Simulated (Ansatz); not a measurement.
# In3GaAs2: the cost of one run

Computed with Ansatz 0.2.0 (DFT PBE, scalar-relativistic, plane waves, PAW, unless a step's input says otherwise).

1 further run of the same task is left out (it didn't finish). Runs told in other sessions of the task aren't counted.

**1. Starting point**

It takes space group P4mm (No. 99, tetragonal). Conventional cell: a = 4.457 Å, b = 4.457 Å, c = 8.623 Å, α = 90.00°, β = 90.00°, γ = 90.00°. In (site symmetry 4mm) has 4 In at 2.30 Å in its first shell of neighbours. Around In (site symmetry 2mm) lie 2 Ga at 2.26 Å and 2 In at 2.30 Å. Ga (site symmetry 4mm) is surrounded by 8 In at 2.26 to 3.16 Å and 1 As at 3.13 Å. As (site symmetry 4mm) has 1 Ga at 3.13 Å in its first shell of neighbours. Around As (site symmetry 4mm) lie 5 In at 3.72 to 3.85 Å and 4 As at 3.72 Å.

Coordinates:

```cif
data_structure
_symmetry_space_group_name_H-M 'P4mm'
_symmetry_Int_Tables_number 99
_cell_length_a 4.4570
_cell_length_b 4.4570
_cell_length_c 8.6229
_cell_angle_alpha 90.000
_cell_angle_beta 90.000
_cell_angle_gamma 90.000
_cell_volume 171.29
loop_
_atom_site_label
_atom_site_type_symbol
_atom_site_symmetry_multiplicity
_atom_site_Wyckoff_symbol
_atom_site_fract_x
_atom_site_fract_y
_atom_site_fract_z
_atom_site_occupancy
In1 In 1 b 0.50000 0.50000 0.27383 1
In2 In 2 c 0.50000 0.00000 0.34040 1
Ga1 Ga 1 a 0.00000 0.00000 0.29815 1
As1 As 1 a 0.00000 0.00000 0.93498 1
As2 As 1 b 0.50000 0.50000 0.70497 1
```

Recipe of the guess: random cell by space group and Wyckoff sites (P4mm, No. 99). Its size is a rough estimate.

**2. A first look at the guess**

Contents of input.yaml:

```yaml
crystal:
  lattice:
    - [4.45695179, 0.0, 0.0]
    - [0.0, 4.45695179, 0.0]
    - [0.0, 0.0, 8.62294766]
  atoms:
    - { symbol: In, position: [0.5, 0.5, 0.27382736] }
    - { symbol: In, position: [0.5, 0.0, 0.340401] }
    - { symbol: In, position: [0.0, 0.5, 0.340401] }
    - { symbol: Ga, position: [0.0, 0.0, 0.29814563] }
    - { symbol: As, position: [0.0, 0.0, 0.9349847] }
    - { symbol: As, position: [0.5, 0.5, 0.70496698] }
basis:
  ecutwfc: 420
kpoints:
  mp_grid: { grid: [4, 4, 2] }
hamiltonian:
  xc: pbe
scf:
  occupations: { method: gaussian, width: 0.1 }
  lower_state_search: "off"
output:
  forces: true
  stress: true
  eigenvalues: true
```

Command:

```console
$ ansatz run input.yaml --threads 1 --pin off --max-ram 2560MiB --backend cpu --events-out ev --progress --plain --runs-dir out
```

What time and memory should one allow on 1 thread of AMD EPYC (Zen 3), shared host?

About 14 s, with a peak of 0.44 GiB.
